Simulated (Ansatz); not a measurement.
ScB₂, space group P6/mmm, an all-electron equation of state

Computed with Ansatz 0.2.0, Python API.

Interactive session:
```pycon
>>> import warnings
>>> import ansatz
>>> from ase.eos import EquationOfState
>>> from ase.units import GPa
>>> import numpy as np
>>> VECTORS = np.array([
...     [3.15, 0.0, 0.0],
...     [-1.575, 2.72798, 0.0],
...     [0.0, 0.0, 3.52],
... ])
>>> SITES = [
...     ("Sc", (0.0, 0.0, 0.0)),
...     ("B", (1 / 3, 2 / 3, 0.5)),
...     ("B", (2 / 3, 1 / 3, 0.5)),
... ]
>>> def crystal_on(cell):
...     crystal = ansatz.Crystal(lattice=ansatz.Lattice.of(cell))
...     for symbol, position in SITES:
...         crystal = crystal.atom(symbol, position)
...     return crystal
...
>>> warnings.simplefilter("ignore", ansatz.DeckWarning)
>>> volumes, energies = [], []
>>> for scale in np.linspace(0.92, 1.08, 5):
...     cell = VECTORS * scale ** (1 / 3)
...     model = crystal_on(cell).calculation()
...     model = model.functional(ansatz.Functional.PBESOL)
...     model = model.occupations("fermi_dirac", width=0.05)
...     model = model.kpoints(11, 11, 8).pseudopotentials("all_electron", lapw=True)
...     data = model.run().report
...     volumes.append(abs(np.linalg.det(cell)) / len(SITES))
...     energies.append(data["free_energy_ev"] / len(SITES))
...     print(f"{scale:.3f} {volumes[-1]:9.4f} A^3/atom {energies[-1]:16.5f} eV/atom  (estimated basis error {1000 * data['lapw_basis_errors']['total_ev_per_atom']:.2f} meV/atom)")
...
0.920    9.2760 A^3/atom      -7373.21573 eV/atom  (estimated basis error 0.10 meV/atom)
0.960    9.6793 A^3/atom      -7373.23581 eV/atom  (estimated basis error 0.10 meV/atom)
1.000   10.0826 A^3/atom      -7373.23344 eV/atom  (estimated basis error 0.10 meV/atom)
1.040   10.4859 A^3/atom      -7373.21260 eV/atom  (estimated basis error 0.10 meV/atom)
1.080   10.8892 A^3/atom      -7373.17659 eV/atom  (estimated basis error 0.10 meV/atom)
>>> v0, e0, bulk = EquationOfState(volumes, energies, eos="birchmurnaghan").fit()
>>> print(f"V0 = {v0:.4f} A^3/atom, B0 = {bulk / GPa:.1f} GPa")
V0 = 9.8310 A^3/atom, B0 = 201.3 GPa
```

A third-order Birch-Murnaghan fit through the 5 points has its minimum at 9.83 Å³ an atom, 2.5 % below the typed cell, with a bulk modulus of 201 GPa and dB/dP = 3.8. From that minimum the energy rises by 21.6 meV an atom on the compressed side and 60.7 meV on the expanded side.

Caveats:
- All-electron totals depend on functional, relativistic treatment and basis; only differences at equal settings carry meaning.
- The run is spin-unpolarised.
- Shape and fractional positions are held along the curve, so the bulk modulus is an upper value where they are free to relax.
- For a metal this k-point mesh is coarse: on a finer one energies can move by several to tens of meV an atom and pressures by half a GPa or more, differences at one mesh by less.
- The starting cell is as deposited in a crystallographic database; the results hold for this polymorph, which needn't be the stable one.
- It ran for 63 s on 1 thread of Arm Neoverse V2 (shared host), peak memory 0.47 GiB.
